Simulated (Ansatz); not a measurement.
# Cd4Te: the cost of one run

Computed with Ansatz 0.2.0 (DFT PBE, scalar-relativistic, plane waves, PAW, unless a step's input says otherwise).

1 further run of the same task is left out (it didn't finish).

### 1 Starting point

The structure is cubic, space group Pm-3m (No. 221). The conventional cell has a = 5.361 Å, b = 5.361 Å, c = 5.361 Å, α = 90.00°, β = 90.00°, γ = 90.00°. Around Cd (site symmetry 4/mmm) lie 2 Te at 2.68 Å. Cd (site symmetry m-3m) has 12 Cd at 3.79 Å as nearest neighbours. Te (site symmetry m-3m) has 6 Cd at 2.68 Å as nearest neighbours.

Structure file:

```cif
data_structure
_symmetry_space_group_name_H-M 'P 1'
_symmetry_Int_Tables_number 1
_cell_length_a 5.3613
_cell_length_b 5.3613
_cell_length_c 5.3613
_cell_angle_alpha 90.000
_cell_angle_beta 90.000
_cell_angle_gamma 90.000
_cell_volume 154.10
loop_
_atom_site_label
_atom_site_type_symbol
_atom_site_fract_x
_atom_site_fract_y
_atom_site_fract_z
_atom_site_occupancy
Cd1 Cd 0.00000 0.50000 0.50000 1
Cd2 Cd 0.50000 0.00000 0.50000 1
Cd3 Cd 0.50000 0.50000 0.00000 1
Cd4 Cd 0.00000 0.00000 0.00000 1
Te1 Te 0.50000 0.50000 0.50000 1
```

The cell is invented: random cell by space group and Wyckoff sites (Pm-3m, No. 221). Its size is a rough estimate.

### 2 Probe: one point on a coarse mesh

The input, input.yaml:

```yaml
crystal:
  lattice:
    - [5.36129545, 0.0, 0.0]
    - [0.0, 5.36129545, 0.0]
    - [0.0, 0.0, 5.36129545]
  atoms:
    - { symbol: Cd, position: [0.0, 0.5, 0.5] }
    - { symbol: Cd, position: [0.5, 0.0, 0.5] }
    - { symbol: Cd, position: [0.5, 0.5, 0.0] }
    - { symbol: Cd, position: [0.0, 0.0, 0.0] }
    - { symbol: Te, position: [0.5, 0.5, 0.5] }
basis:
  ecutwfc: 420
kpoints:
  mp_grid: { grid: [4, 4, 4] }
hamiltonian:
  xc: pbe
scf:
  occupations: { method: gaussian, width: 0.1 }
  lower_state_search: "off"
output:
  forces: true
  stress: true
  eigenvalues: true
```

Started as:

```sh
ansatz run input.yaml --threads 1 --pin off --max-ram 2560MiB --backend cpu --events-out ev --progress --plain --runs-dir out
```

What time and memory should one allow on 1 thread of Intel Xeon at 2.70GHz, shared host?

About 5.4 s, with a peak of 0.44 GiB.
